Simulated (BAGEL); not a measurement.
**One shape, several levels: triplet C3H4AlF**

Aim: a comparison of 4 runs (UHF/STO-3G, UHF/3-21G, ROHF/6-31G*, ROHF/cc-pVDZ) of triplet C3H4AlF. 

The calculation is run with BAGEL 1.2.2.

2 further runs of the same task are left out: 2 set aside as unsound or not needed.

## (1) The structure to begin with

C3H4AlF has 9 atoms, charge 0, and is taken as a triplet. As SMILES of the parent species, `CC#[C][AlH][F]`. Geometry: a GFN2-xTB relaxation, a rough one for these elements and not checked as a minimum. That shape belongs to the parent species and isn't relaxed for this state.

Bond lengths: C1–C2 1.446 Å, C2–C3 1.215 Å, C3–Al4 1.927 Å, Al4–F5 1.648 Å, C1–H6 1.090 Å, C1–H7 1.090 Å, C1–H8 1.090 Å, Al4–H9 1.522 Å. Some angles: C1–C2–C3 179.2°, C2–C3–Al4 178.7°, C3–Al4–F5 123.2°, C2–C1–H6 110.0°, C2–C1–H7 110.0°, C2–C1–H8 110.0°, C3–Al4–H9 123.9°, F5–Al4–H9 112.9°, H6–C1–H7 108.9°, H6–C1–H8 108.9°.

## (2) The energy at UHF/STO-3G (density fitting with qzvpp-jkfit) (run 1)

Contents of job.json:

```json
{ "bagel" : [

{
  "title" : "molecule",
  "basis" : "sto-3g",
  "df_basis" : "qzvpp-jkfit",
  "angstrom" : "true",
  "geometry" : [
    { "atom" : "C", "xyz" : [       1.977470,       0.512520,      -0.231510 ] },
    { "atom" : "C", "xyz" : [       0.588510,       0.149630,      -0.062070 ] },
    { "atom" : "C", "xyz" : [      -0.580130,      -0.145430,       0.093640 ] },
    { "atom" : "Al", "xyz" : [      -2.429230,      -0.644210,       0.309880 ] },
    { "atom" : "F", "xyz" : [      -3.597110,      -0.282460,      -0.794870 ] },
    { "atom" : "H", "xyz" : [       2.115970,       1.569870,      -0.005140 ] },
    { "atom" : "H", "xyz" : [       2.602160,      -0.077750,       0.439070 ] },
    { "atom" : "H", "xyz" : [       2.288710,       0.327980,      -1.259690 ] },
    { "atom" : "H", "xyz" : [      -2.966340,      -1.410150,       1.510670 ] }
  ]
},

{ "title" : "uhf", "nopen" : 2 },

{ "title" : "print", "file" : "orbitals.molden", "orbitals" : "true" }

]}
```

On the command line:

```
$ BAGEL_NUM_THREADS=1 BAGEL job.json > job.out
```

Log:

```text
* using 1 threads per process

  ===============================================================
  ===============================================================

  *** Geometry ***

  { "atom" : "C", "xyz" : [      3.736877,      0.968522,     -0.437490 ] },
  { "atom" : "C", "xyz" : [      1.112123,      0.282760,     -0.117295 ] },
  { "atom" : "C", "xyz" : [     -1.096287,     -0.274823,      0.176954 ] },
[... 5 lines of this table left out ...]
  { "atom" : "H", "xyz" : [     -5.605570,     -2.664797,      2.854753 ] },

  Number of auxiliary basis functions:      502

  Since a DF basis is specified, we compute 2- and 3-index integrals:
    o Being stored without compression. Storage requirement is 0.004 GB

  Number of basis functions:       33
  Number of electrons      :       44

    * METHOD: MOLECULE                             0.50

  *** Open-shell HF ***

  === Nuclear Repulsion ===
   170.4902900360

      * DIIS with orbital gradients will be used.

  === UHF iteration (sto-3g) ===
      0       -451.24973170          0.02676530           0.07
      1       -451.34583817          0.00627808           0.07
      2       -451.35343794          0.00219411           0.09
[... 64 lines of this table left out ...]
     67       -451.35602745          0.00000001           0.08
    * SCF iteration converged.

    * S^2 (UHF) is 2.0160

    * Permanent dipole moment:
           (   -0.670373,    -0.018184,    -0.143577) a.u.

    * METHOD: UHF                                  5.82

    * METHOD: PRINT                                0.00

  ===============================================================
```

It took 6.9 s on 1 thread of Intel Xeon at 2.50GHz (Skylake/Cascade Lake), shared host.

## (3) A single-point energy at UHF/3-21G (density fitting with qzvpp-jkfit) (run 2)

Contents of hf.json:

```json
{ "bagel": [

{
  "title": "molecule",
  "basis": "3-21g",
  "df_basis": "qzvpp-jkfit",
  "angstrom": true,
  "geometry": [
    { "atom": "C", "xyz": [    1.977470,    0.512520,   -0.231510 ] },
    { "atom": "C", "xyz": [    0.588510,    0.149630,   -0.062070 ] },
    { "atom": "C", "xyz": [   -0.580130,   -0.145430,    0.093640 ] },
    { "atom": "Al", "xyz": [   -2.429230,   -0.644210,    0.309880 ] },
    { "atom": "F", "xyz": [   -3.597110,   -0.282460,   -0.794870 ] },
    { "atom": "H", "xyz": [    2.115970,    1.569870,   -0.005140 ] },
    { "atom": "H", "xyz": [    2.602160,   -0.077750,    0.439070 ] },
    { "atom": "H", "xyz": [    2.288710,    0.327980,   -1.259690 ] },
    { "atom": "H", "xyz": [   -2.966340,   -1.410150,    1.510670 ] }
  ]
},
{ "title": "uhf", "nopen": 2 },
{ "title": "print", "file": "orbitals.molden", "orbitals": true }

]}
```

On the command line:

```
$ BAGEL_NUM_THREADS=1 BAGEL hf.json > hf.out
```

Log:

```text
* using 1 threads per process

  ===============================================================
  ===============================================================

  *** Geometry ***

  { "atom" : "C", "xyz" : [      3.736877,      0.968522,     -0.437490 ] },
  { "atom" : "C", "xyz" : [      1.112123,      0.282760,     -0.117295 ] },
  { "atom" : "C", "xyz" : [     -1.096287,     -0.274823,      0.176954 ] },
[... 5 lines of this table left out ...]
  { "atom" : "H", "xyz" : [     -5.605570,     -2.664797,      2.854753 ] },

  Number of auxiliary basis functions:      502

  Since a DF basis is specified, we compute 2- and 3-index integrals:
    o Being stored without compression. Storage requirement is 0.013 GB

  Number of basis functions:       57
  Number of electrons      :       44

    * METHOD: MOLECULE                             0.42

  *** Open-shell HF ***

  === Nuclear Repulsion ===
   170.4902900360

      * DIIS with orbital gradients will be used.

  === UHF iteration (3-21g) ===
      0       -454.47689053          0.04396479           0.18
      1       -454.60731418          0.02392889           0.17
      2       -454.63530635          0.01331694           0.18
[... 55 lines of this table left out ...]
     58       -454.64819691          0.00000001           0.16
    * SCF iteration converged.

    * S^2 (UHF) is 2.0278

    * Permanent dipole moment:
           (   -2.644432,    -0.433908,    -0.099569) a.u.

    * METHOD: UHF                                 10.92

    * METHOD: PRINT                                0.01

  ===============================================================
```

It took 12 s on 1 thread of Intel Xeon at 2.50GHz (Skylake/Cascade Lake), shared host.

## (4) The energy at ROHF/6-31G(d) (density fitting with qzvpp-jkfit, spherical functions) (run 3)

Contents of input.json:

```json
{ "bagel": [

{
  "title": "molecule",
  "basis": "6-31gs.json",
  "df_basis": "qzvpp-jkfit",
  "angstrom": true,
  "geometry": [
    { "atom": "C", "xyz": [    1.977470,    0.512520,   -0.231510 ] },
    { "atom": "C", "xyz": [    0.588510,    0.149630,   -0.062070 ] },
    { "atom": "C", "xyz": [   -0.580130,   -0.145430,    0.093640 ] },
    { "atom": "Al", "xyz": [   -2.429230,   -0.644210,    0.309880 ] },
    { "atom": "F", "xyz": [   -3.597110,   -0.282460,   -0.794870 ] },
    { "atom": "H", "xyz": [    2.115970,    1.569870,   -0.005140 ] },
    { "atom": "H", "xyz": [    2.602160,   -0.077750,    0.439070 ] },
    { "atom": "H", "xyz": [    2.288710,    0.327980,   -1.259690 ] },
    { "atom": "H", "xyz": [   -2.966340,   -1.410150,    1.510670 ] }
  ]
},
{
  "title": "rohf",
  "charge": 0,
  "nopen": 2
},
{
  "title": "print",
  "file": "orbitals.molden",
  "orbitals": true
}

]}
```

The basis set 6-31G* is read from a file made from the Basis Set Exchange's data (not shown).

On the command line:

```
$ BAGEL_NUM_THREADS=1 BAGEL input.json > input.out
```

Log:

```text
* using 1 threads per process

  ===============================================================
  ===============================================================

  *** Geometry ***

  { "atom" : "C", "xyz" : [      3.736877,      0.968522,     -0.437490 ] },
  { "atom" : "C", "xyz" : [      1.112123,      0.282760,     -0.117295 ] },
  { "atom" : "C", "xyz" : [     -1.096287,     -0.274823,      0.176954 ] },
[... 5 lines of this table left out ...]
  { "atom" : "H", "xyz" : [     -5.605570,     -2.664797,      2.854753 ] },

  Number of auxiliary basis functions:      502

  Since a DF basis is specified, we compute 2- and 3-index integrals:
    o Being stored without compression. Storage requirement is 0.027 GB

  Number of basis functions:       82
  Number of electrons      :       44

    * METHOD: MOLECULE                             0.56

  *** Open-shell HF ***

  === Nuclear Repulsion ===
   170.4902900360

      * DIIS with orbital gradients will be used.

  === ROHF iteration (6-31gs.json) ===
      0       -456.92247200          0.03567762           0.24
      1       -457.07535161          0.02114404           0.25
      2       -457.11552190          0.01254742           0.26
[... 59 lines of this table left out ...]
     62       -457.13686271          0.00000000           0.27
    * SCF iteration converged.

    * S^2 (ROHF) is 2.0000

    * Permanent dipole moment:
           (   -2.515146,    -0.435637,    -0.055244) a.u.

    * METHOD: ROHF                                17.07

    * METHOD: PRINT                                0.02

  ===============================================================
```

Run time: 18 s. Hardware: 1 thread of Intel Xeon at 2.50GHz (Skylake/Cascade Lake), shared host.

## (5) A single-point energy at ROHF/cc-pVDZ (density fitting with qzvpp-jkfit) (run 4)

Contents of hf.json:

```json
{ "bagel" : [

{
  "title" : "molecule",
  "basis" : "cc-pvdz.json",
  "df_basis" : "qzvpp-jkfit",
  "angstrom" : "true",
  "geometry" : [
    { "atom" : "C", "xyz" : [    1.977470,    0.512520,   -0.231510 ] },
    { "atom" : "C", "xyz" : [    0.588510,    0.149630,   -0.062070 ] },
    { "atom" : "C", "xyz" : [   -0.580130,   -0.145430,    0.093640 ] },
    { "atom" : "Al", "xyz" : [   -2.429230,   -0.644210,    0.309880 ] },
    { "atom" : "F", "xyz" : [   -3.597110,   -0.282460,   -0.794870 ] },
    { "atom" : "H", "xyz" : [    2.115970,    1.569870,   -0.005140 ] },
    { "atom" : "H", "xyz" : [    2.602160,   -0.077750,    0.439070 ] },
    { "atom" : "H", "xyz" : [    2.288710,    0.327980,   -1.259690 ] },
    { "atom" : "H", "xyz" : [   -2.966340,   -1.410150,    1.510670 ] }
  ]
},
{ "title" : "rohf", "nopen" : 2 },
{ "title" : "print", "file" : "orbitals.molden", "orbitals" : "true" }

]}
```

The basis set cc-pVDZ is read from a file made from the Basis Set Exchange's data (not shown).

On the command line:

```
$ BAGEL_NUM_THREADS=1 BAGEL hf.json > hf.out
```

Log:

```text
* using 1 threads per process

  ===============================================================
  ===============================================================

  *** Geometry ***

  { "atom" : "C", "xyz" : [      3.736877,      0.968522,     -0.437490 ] },
  { "atom" : "C", "xyz" : [      1.112123,      0.282760,     -0.117295 ] },
  { "atom" : "C", "xyz" : [     -1.096287,     -0.274823,      0.176954 ] },
[... 5 lines of this table left out ...]
  { "atom" : "H", "xyz" : [     -5.605570,     -2.664797,      2.854753 ] },

  Number of auxiliary basis functions:      502

  Since a DF basis is specified, we compute 2- and 3-index integrals:
    o Being stored without compression. Storage requirement is 0.035 GB

  Number of basis functions:       94
  Number of electrons      :       44

    * METHOD: MOLECULE                             0.77

  *** Open-shell HF ***

  === Nuclear Repulsion ===
   170.4902900360

      * DIIS with orbital gradients will be used.

  === ROHF iteration (cc-pvdz.json) ===
      0       -456.93197160          0.02591568           0.34
      1       -457.09343080          0.01542115           0.34
      2       -457.13663536          0.00878786           0.34
[... 43 lines of this table left out ...]
     46       -457.16088555          0.00000001           0.30
    * SCF iteration converged.

    * S^2 (ROHF) is 2.0000

    * Permanent dipole moment:
           (   -2.576450,    -0.437486,    -0.079740) a.u.

    * METHOD: ROHF                                15.27

    * METHOD: PRINT                                0.02

  ===============================================================
```

It took 17 s on 1 thread of Intel Xeon at 2.50GHz (Skylake/Cascade Lake), shared host.

## (6) The series

```csv
run,level,energy (Eh),dipole moment (D),⟨S²⟩,wall time
1,UHF/STO-3G (density fitting with qzvpp-jkfit),-451.356027,1.74,2.016,6.9 s
2,UHF/3-21G (density fitting with qzvpp-jkfit),-454.648197,6.82,2.028,12 s
3,"ROHF/6-31G* (density fitting with qzvpp-jkfit, spherical functions)",-457.136863,6.49,2.000,18 s
4,ROHF/cc-pVDZ (density fitting with qzvpp-jkfit),-457.160886,6.65,2.000,17 s
```

## (7) What came out

```
            quantity          value
 run 4: total energy  -457.16089 Eh
run 4: dipole moment         6.65 D
         run 4: ⟨S²⟩          2.000
```

In words: The dipole moment (its size) runs from 1.74 D (UHF/STO-3G) to 6.82 D (UHF/3-21G). So wide a spread suggests that the runs ended on unlike SCF solutions, not only an effect of the method. In run 1 the basis is minimal, so the values are rough. All runs together took 54 s, the longest 18 s.
